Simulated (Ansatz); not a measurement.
# UCCSD/6-311+G(d,p) run of AlClOF (SMILES [O][Al]([F])[Cl])

Aim: the vertical doublet–quartet gap of AlClOF at UCCSD/6-311+G**, from 2 runs. 

Program for the calculation: Ansatz 0.2.0.

70 further runs of the same task are left out: 2 that didn't finish, 68 set aside as unsound or not needed. Runs told in other sessions of the task aren't counted.

**1. Starting point**

AlClOF has 4 atoms, charge 0, and is taken as a doublet. As SMILES, `[O][Al]([F])[Cl]`. The shape is that of a PBE0-D4/def2-TZVP optimisation.

Bond lengths: O1–Al2 1.724 Å, Al2–F3 1.632 Å, Al2–Cl4 2.063 Å. Angles: O1–Al2–F3 118.6°, O1–Al2–Cl4 118.4°, F3–Al2–Cl4 122.9°.

**2. A single-point energy at UCCSD/6-311+G(d,p)**

Input file job.yaml:

```yaml
crystal:
  periodic: [false, false, false]
  atoms:
    - symbol: O
      position_ang: [0.993300, 0.591700, 1.294800]
    - symbol: Al
      position_ang: [0.061900, -0.095200, 0.016700]
    - symbol: F
      position_ang: [0.278100, -1.671200, -0.348900]
    - symbol: Cl
      position_ang: [-1.277700, 1.114400, -0.982900]
basis:
  gaussian: {orbitals: 6-311+G_st__st_-spherical.json}
correlation: {method: ccsd, frozen_orbitals: {Al: 5, Cl: 5, F: 1, O: 1}}
scf: {omitted_lower_state_checks: [cluster_reference, increment]}
magnetization: {spin_polarized: true, initial_magnetization: 1}
accuracy: high
```

The basis set 6-311+G** is read from a file made from the Basis Set Exchange's data (not shown).

Started as:

```
$ ansatz run job.yaml --threads 1 --pin off --max-ram 3480MiB --events-out events.jsonl --progress --plain --runs-dir runs
```

Standard output:

```text
Warning: RAYON_NUM_THREADS=1 ignored (pool sized by the plan → 1); use --threads N
Functional definition: HF
  name "HF"
  exchange = exact_x
  correlation = 0
these checks for a lower state are left out or cut short: cluster_reference, increment
1717 factors; integrals over basis functions are off by at most 4.5e-9 eV
mean field evaluation 1: about -23823.5692 eV, gradient 4.1e1 eV
mean field evaluation 2: about -23823.5755 eV, gradient 4.1e1 eV
mean field evaluation 4: about -23833.8002 eV, gradient 1.0e1 eV
mean field evaluation 8: about -23835.2451 eV, gradient 5.5e-1 eV
mean field evaluation 16: about -23835.2754 eV, gradient 6.4e-3 eV
mean field evaluation 32: about -23835.2559 eV, gradient 2.1e0 eV
mean field evaluation 64: about -23835.2577 eV, gradient 1.6e0 eV
mean field evaluation 96: about -23835.2754 eV, gradient 8.1e-4 eV
mean field -23835.27537664 eV, -875.9302139618 hartree, gradient 2.8e-8 eV, S^2 0.756780; 7 other end points of the search recorded, 0 dependent functions left out
12 core orbitals not correlated: weight in the atoms' cores, before any rotation towards them, 1.000 or more for the frozen orbitals, at most 0.000 for the correlated occupied ones
reference -23835.27537664 eV, -875.9302139618 hartree; 12, 11 occupied and 80, 81 virtual orbitals, 1717 factors
second order -15.01159526 eV of doubles, -0.00000000 eV of singles
cycle   1  -15.19442352 eV  change   -1.8e-1 eV  update   8.9e-2
cycle   2  -15.51358567 eV  change   -3.2e-1 eV  update   2.6e-2
cycle   3  -15.61010870 eV  change   -9.7e-2 eV  update   1.6e-2
cycle   4  -15.60674118 eV  change    3.4e-3 eV  update   4.9e-3
cycle   5  -15.60390253 eV  change    2.8e-3 eV  update   2.9e-3
cycle   6  -15.60640353 eV  change   -2.5e-3 eV  update   1.3e-3
cycle   7  -15.60694593 eV  change   -5.4e-4 eV  update   5.9e-4
cycle   8  -15.60700118 eV  change   -5.5e-5 eV  update   2.6e-4
cycle   9  -15.60710411 eV  change   -1.0e-4 eV  update   1.7e-4
cycle  10  -15.60697227 eV  change    1.3e-4 eV  update   1.2e-4
cycle  11  -15.60697031 eV  change    2.0e-6 eV  update   9.8e-5
cycle  12  -15.60702625 eV  change   -5.6e-5 eV  update   7.4e-5
cycle  13  -15.60703523 eV  change   -9.0e-6 eV  update   5.2e-5
cycle  14  -15.60704628 eV  change   -1.1e-5 eV  update   2.9e-5
cycle  15  -15.60703437 eV  change    1.2e-5 eV  update   1.3e-5
cycle  16  -15.60702754 eV  change    6.8e-6 eV  update   5.5e-6
cycle  17  -15.60702793 eV  change   -4.0e-7 eV  update   2.5e-6
cycle  18  -15.60702926 eV  change   -1.3e-6 eV  update   1.1e-6
cycle  19  -15.60702953 eV  change   -2.7e-7 eV  update   4.7e-7
cycle  20  -15.60702980 eV  change   -2.6e-7 eV  update   2.5e-7
cycle  21  -15.60702988 eV  change   -8.3e-8 eV  update   1.4e-7
cycle  22  -15.60702986 eV  change    1.6e-8 eV  update   7.9e-8
cycle  23  -15.60702985 eV  change    1.2e-8 eV  update   5.4e-8
cycle  24  -15.60702986 eV  change   -8.4e-9 eV  update   4.1e-8
cycle  25  -15.60702987 eV  change   -1.1e-8 eV  update   3.3e-8
cycle  26  -15.60702981 eV  change    5.9e-8 eV  update   8.2e-8
cycle  27  -15.60702981 eV  change    4.3e-9 eV  update   3.0e-8
cycle  28  -15.60702981 eV  change   -4.0e-9 eV  update   2.1e-8
cycle  29  -15.60702981 eV  change    4.2e-9 eV  update   1.8e-8
cycle  30  -15.60702981 eV  change   3.0e-10 eV  update   1.3e-8
cycle  31  -15.60702981 eV  change   2.9e-10 eV  update   6.3e-9
cycle  32  -15.60702981 eV  change  -6.2e-10 eV  update   2.8e-9
Total energy: -23850.88240645 eV, -876.5037617283 hartree
Checks for a lower state left out: cluster_reference, increment
```

Run time: 2 min. Hardware: 1 thread of Arm Neoverse V1, shared host; peak memory 1.3 GiB.

**3. The quartet**

Input file job.yaml:

```yaml
crystal:
  periodic: [false, false, false]
  atoms:
    - {symbol: O, position_ang: [0.993300, 0.591700, 1.294800]}
    - {symbol: Al, position_ang: [0.061900, -0.095200, 0.016700]}
    - {symbol: F, position_ang: [0.278100, -1.671200, -0.348900]}
    - {symbol: Cl, position_ang: [-1.277700, 1.114400, -0.982900]}
basis:
  gaussian:
    orbitals: 6-311+G_st__st_-spherical.json
magnetization:
  spin_polarized: true
  initial_magnetization: 3
correlation:
  method: ccsd
  frozen_orbitals: {Al: 5, Cl: 5, F: 1, O: 1}
accuracy: high
scf:
  omitted_lower_state_checks: [cluster_reference, increment]
```

The basis set 6-311+G** is read from a file made from the Basis Set Exchange's data (not shown).

Started as:

```
$ ansatz run job.yaml --threads 1 --pin off --max-ram 3480MiB --events-out events.jsonl --progress --plain --runs-dir runs
```

Standard output:

```text
Warning: RAYON_NUM_THREADS=1 ignored (pool sized by the plan → 1); use --threads N
[... 18 lines left out ...]
12 core orbitals not correlated: weight in the atoms' cores, before any rotation towards them, 1.000 or more for the frozen orbitals, at most 0.000 for the correlated occupied ones
[... 50 lines left out ...]
Total energy: -23844.14966828 eV, -876.2563381640 hartree
Checks for a lower state left out: cluster_reference, increment
```

It took 3.3 min on 1 thread of Arm Neoverse V1, shared host; peak memory 1.4 GiB.

**4. Outcome**

At UCCSD/6-311+G**, 12 core orbitals frozen:

| quantity | value |
| --- | --- |
| doublet: total energy | -876.50376 Eh |
| doublet: correlation energy (12 core orbitals frozen) | -573.5 mEh |
| doublet: ⟨S²⟩ of the reference determinant | 0.757 |
| doublet: T1 diagnostic | 0.014 |
| quartet: total energy | -876.25634 Eh |
| quartet: correlation energy (12 core orbitals frozen) | -547.3 mEh |
| quartet: ⟨S²⟩ of the reference determinant | 3.762 |
| quartet: T1 diagnostic | 0.032 |
| vertical energy of the quartet above the doublet | 6.733 eV |

In words: At this shape the quartet lies 6.73 eV (650 kJ/mol) above the doublet.
